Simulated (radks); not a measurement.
# The Coulomb parameter U of the 4d shell of Ag³⁺

One table from this session's results is given with a row withheld; the runs are named, their logs left out.

The numbers are computed with radks (a radial shooting solver on a logarithmic mesh, Libxc functionals) version 1 (scalar-relativistic Kohn-Sham, BLYP, spin-unpolarised, spherical densities, finite nucleus), except any that are marked as measured or tabulated.

## The atom as given

| Quantity | Value |
| --- | --- |
| element | silver (Z = 47) |
| charge | +3 |
| electrons | 44 |
| configuration | [Kr] 4d7 5s1 |
| nuclear rms radius | 4.5454 fm |

Outer shells as boxes (Hund's rule):

Ag³⁺
```
[Kr] core
4d [↑↓][↑↓][↑ ][↑ ][↑ ]
5s [↑ ]
```

Set-up of the first run:

Settings of this run:

```text
Z 47
configuration [Kr] 4d7 5s1
relativity scalar-relativistic
functional b88,lyp
spin unpolarised
nucleus finite rms 4.5454 fm
c 137.035999084
```

Steps of the session up to this table: Start: [Kr] 4d7 5s1.

One of the session's tables, all rows but one given; the rest of the session is left out.

It belongs to the step «Start: [Kr] 4d7 5s1». Radial moments (bohr):

| level | <r> | outermost maximum (interpolated) | 90 % within | nodes |
| --- | --- | --- | --- | --- |
| 2p | 0.1177 | 0.0911 | 0.192 | 0 |
| 3s | 0.3686 | 0.333 | 0.543 | 2 |
| 3p | 0.3676 | 0.326 | 0.553 | 1 |
| 3d | 0.3457 | 0.274 | 0.547 | 0 |
| 4s | ? | ? | ? | ? |
| 4p | 0.9783 | 0.870 | 1.44 | 2 |
| 4d | 1.218 | 0.998 | 1.88 | 1 |
| 5s | 2.280 | 2.05 | 3.27 | 4 |

Q: Estimate the row for 4s from the others.

As computed: <r>: 0.9008; outermost maximum (interpolated): 0.819; 90 % within: 1.30; nodes: 3. In the column «<r>» it lies between 3s (0.3686) and 4p (0.9783).
